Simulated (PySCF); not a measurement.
Molecule: C2NH5, in a box.

```
C N H
1.0
    12.00000    0.00000    0.00000
     0.00000   12.00000    0.00000
     0.00000    0.00000   12.00000
C N H
2 1 5
Cartesian
  5.4127 6.8197 5.4408
  6.7468 5.5072 6.7982
  6.5690 6.3845 5.6717
  4.5379 6.5633 6.0562
  5.2505 7.4849 4.5932
  5.8201 5.3120 7.3578
  7.1593 4.5571 6.4481
  7.4881 5.9405 7.4748
```

Base run:

```yaml
Program: PySCF 2.14.0
Functional: rSCAN
Potentials_or_basis: 6-31g* (all-electron)
k_mesh: 1 × 1 × 1
Occupations: fixed
Spin: no spin polarisation
```

Its results: gap between the frontier levels 5.08 eV.

The run is repeated on the same cell with these changes: functional from rSCAN to BLYP. What comes out?

Gap between the frontier levels 4.64 eV.

rSCAN gives the wider gap, since meta-GGAs in the generalised Kohn-Sham scheme recover part of the derivative discontinuity.

Caveats: this is a molecule in a periodic box at the Γ point, so its band gap is the HOMO-LUMO gap; the basis of atomic orbitals isn't converged, which shifts pressures, moduli and gaps.

